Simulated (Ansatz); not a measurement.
# CuSe: the cost of one run

Computed with the Python package of Ansatz 0.2.0. Level of theory: CAM-B3LYP/def2-TZVP.

## Step 1: The system

Bond lengths: Cu1–Se2 2.250 Å.

No structure file is read: the coordinates are typed or built in the script.

## Step 2: The script

cuse.py reads:

```python
# -*- coding: utf-8 -*-
"""Harmonic frequencies of CuSe at its relaxed geometry."""

import ansatz as az
import numpy as np

BASIS = "def2-TZVP"
FUNCTIONAL = "cam_b3lyp"


def main():
    geometry_ang = [
        ("Cu", (0.0, 0.0, 0.0)),
        ("Se", (0.0, 0.0, 2.25)),
    ]
    geometry = az.Crystal.molecule()
    for symbol, xyz in geometry_ang:
        geometry = geometry.atom(symbol, xyz)

    job = (
        geometry.calculation()
        .basis(gaussian=BASIS)
        .functional(FUNCTIONAL)
        .spin("collinear", total=1)
    )
    symbols = [site.symbol for site in geometry.cartesian_sites]
    start = np.array([site.position_ang for site in geometry.cartesian_sites], dtype=float)
    rep = job.relax(force_tolerance=0.003).run(threads=1).report
    end = np.array(rep["positions_ang"])

    print("final positions (A) and the move of each atom")
    for symbol, xyz, old in zip(symbols, end, start):
        print(f"{symbol:2s} {xyz[0]:10.5f} {xyz[1]:10.5f} {xyz[2]:10.5f}   {np.linalg.norm(xyz - old):7.4f}")

    # frequencies need a stationary point, so they are taken at the relaxed geometry
    minimum = az.Crystal.molecule()
    for symbol, xyz in zip(symbols, end):
        minimum = minimum.atom(symbol, xyz.tolist())
    vibrating = (
        minimum.calculation()
        .basis(gaussian=BASIS)
        .functional(FUNCTIONAL)
        .spin("collinear", total=1)
        .phonons(temperatures=(100, 500, 100))
    )
    vib = vibrating.run(threads=1).report["vibrations"]
    sums = vib["harmonic_sums"]
    modes = [m["omega_inv_cm"] for m in sums["modes_at_gamma"] if m["rigid_motion"] == "no"]
    print("frequencies (1/cm):", " ".join(f"{w:.0f}" for w in modes))
    print("imaginary modes:", sum(w < 0 for w in modes), " zero-point energy:", round(sums["zero_point_energy_ev"], 4), "eV")
    print("T (K)   F_vib (eV)   S_vib (meV/K)   C_vib (meV/K)")
    for row in zip(sums["temperatures_k"], sums["vibrational_free_energy_ev"], vib["entropy_ev_per_k"], vib["heat_capacity_ev_per_k"]):
        print(f"{row[0]:6.1f} {row[1]:11.4f} {1000 * row[2]:13.4f} {1000 * row[3]:15.4f}")


if __name__ == "__main__":
    main()
```

## Step 3: Running it

On the command line:

```
python cuse.py
```

Q: Estimate wall time and peak memory on 1 thread of Arm Neoverse V2, shared host.

About 83 s, with a peak of 0.37 GiB.
